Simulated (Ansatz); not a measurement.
Crystal: SnSe2.

```xyz
3
Lattice="3.8110 0.0000 0.0000 -1.9055 3.3004 0.0000 0.0000 0.0000 6.1360" Properties=species:S:1:pos:R:3 pbc="T T T"
Sn    0.0000    0.0000    0.0000
Se    1.9055    1.1001    4.6081
Se    0.0000    2.2003    1.5279
```

| Property | Result |
| --- | --- |
| Program | Ansatz 0.2.0 |
| Task | relaxation of cell and atoms |
| Functional | RPBE |
| Potentials or basis | Ansatz PAW |
| Cutoff | 420 eV (not typed: the program's choice for these potentials) |
| k mesh | 8 × 8 × 5 |
| Occupations | fermi-dirac, width 0.05 eV |
| Spin | no spin polarisation |

At the start: volume 25.73 Å³/atom.

**Question.** Where does the relaxation end?

**Answer.** It ends after 15 steps and the volume is 35.91 Å³/atom (+39.6 %); space group P-3m1 (No. 164, to 0.05 Å).

Step by step:
```
step  energy change (eV)  largest force (eV/Å)  volume (Å³)
   1              0.0000                0.8323        77.18
   2             -0.0689                0.9719        86.54
   3             -0.1863                0.1147        92.62
   4             -0.2277                0.0610        91.33
   5             -0.2473                0.0526        92.81
   6             -0.2524                0.0464        95.09
   7             -0.2536                0.0032        96.60
   8             -0.2665                0.0009        96.60
   9             -0.2713                0.0112        98.49
  10             -0.2773                0.0209       102.51
  11             -0.2787                0.0118       104.22
  12             -0.2786                0.0647       108.50
  13             -0.2793                0.0011       108.13
  14             -0.2794                0.0001       107.72
  15             -0.2820                0.0015       107.72
```

Final structure:
```
Sn Se
1.0
     3.91446    0.00000    0.00000
    -1.95723    3.39002    0.00000
     0.00000    0.00000    8.11719
Sn Se
1 2
Direct
  0.00000 0.00000 0.00000
  0.66667 0.33333 0.80331
  0.33333 0.66667 0.19669
```

Caveat: the volume moved by over 15 % at a fixed basis, so the end points are rough; the plane-wave basis is chosen anew once the cell has moved, so the energies of steps on either side of that aren't comparable; this functional lacks dispersion, which binds the layers, so the pressure and a relaxed spacing across them are unreliable, and here the layers came unbound; the volume moved by +40 % from the deposited cell, more than functionals usually miss; the PAW data sets come from PBE, with cores solved anew for the run's functional, which leaves a small shift of forces and pressure.
